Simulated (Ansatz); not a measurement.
# Hf3SiO8: the cost of one run

Method: DFT PBE, scalar-relativistic, plane waves, PAW, in Ansatz 0.2.0.

### Step 1. The starting structure

It takes space group Cmmm (No. 65, orthorhombic). The conventional cell has a = 6.778 Å, b = 6.778 Å, c = 6.383 Å, α = 90.00°, β = 90.00°, γ = 90.00°. Hf (site symmetry mm2) has 6 O at 2.07 Å as nearest neighbours. Hf (site symmetry mmm) has 6 O at 2.07 Å as nearest neighbours. Si (site symmetry mmm) has 6 O at 2.07 Å as nearest neighbours. Around O (site symmetry m2m) lie 1 Si at 2.07 Å and 2 Hf at 2.07 Å. O (site symmetry m2m) has 3 Hf at 2.07 Å as nearest neighbours. O (site symmetry m) has 2 Hf at 2.07 Å and 1 Si at 2.07 Å as nearest neighbours.

Coordinates:

```cif
data_structure
_symmetry_space_group_name_H-M 'P 1'
_symmetry_Int_Tables_number 1
_cell_length_a 4.7927
_cell_length_b 4.7927
_cell_length_c 6.3831
_cell_angle_alpha 90.000
_cell_angle_beta 90.000
_cell_angle_gamma 90.000
_cell_volume 146.62
loop_
_atom_site_label
_atom_site_type_symbol
_atom_site_fract_x
_atom_site_fract_y
_atom_site_fract_z
_atom_site_occupancy
Hf1 Hf 0.00000 0.00000 0.75000 1
Hf2 Hf 0.00000 0.00000 0.25000 1
Hf3 Hf 0.50000 0.50000 0.50000 1
Si1 Si 0.50000 0.50000 0.00000 1
O1 O 0.19496 0.19496 0.00000 1
O2 O 0.19496 0.19496 0.50000 1
O3 O 0.69496 0.30504 0.75000 1
O4 O 0.69496 0.30504 0.25000 1
O5 O 0.30504 0.69496 0.75000 1
O6 O 0.30504 0.69496 0.25000 1
O7 O 0.80504 0.80504 0.00000 1
O8 O 0.80504 0.80504 0.50000 1
```

The start is an ordering of an alloy on its end members' structure types: elements ordered on the sites of the HfO2 type, Hf/Si on Hf (Cmmm, No. 65).

### Step 2. Probe: one point on a coarse mesh

input.yaml

```yaml
crystal:
  lattice:
    - [3.38893739, -3.38893739, 0.0]
    - [3.38893739, 3.38893739, 0.0]
    - [0.0, 0.0, 6.38306006]
  atoms:
    - { symbol: Hf, position: [0.0, 0.0, 0.75] }
    - { symbol: Hf, position: [0.0, 0.0, 0.25] }
    - { symbol: Hf, position: [0.5, 0.5, 0.5] }
    - { symbol: Si, position: [0.5, 0.5, 0.0] }
    - { symbol: O, position: [0.19495512, 0.19495512, 0.0] }
    - { symbol: O, position: [0.19495512, 0.19495512, 0.5] }
    - { symbol: O, position: [0.69495512, 0.30504488, 0.75] }
    - { symbol: O, position: [0.69495512, 0.30504488, 0.25] }
    - { symbol: O, position: [0.30504488, 0.69495512, 0.75] }
    - { symbol: O, position: [0.30504488, 0.69495512, 0.25] }
    - { symbol: O, position: [0.80504488, 0.80504488, 0.0] }
    - { symbol: O, position: [0.80504488, 0.80504488, 0.5] }
basis:
  ecutwfc: 420
kpoints:
  mp_grid: { grid: [4, 4, 4] }
hamiltonian:
  xc: pbe
scf:
  occupations: { method: gaussian, width: 0.1 }
  lower_state_search: "off"
output:
  forces: true
  stress: true
  eigenvalues: true
```

Command:

```bash
> ansatz run input.yaml --threads 1 --pin off --max-ram 2560MiB --backend cpu --events-out ev --progress --plain --runs-dir out
```

Q: Estimate wall time and peak memory on 1 thread of Intel Xeon 6975P-C (Granite Rapids), shared host.

About 8.2 s, with a peak of 0.54 GiB.
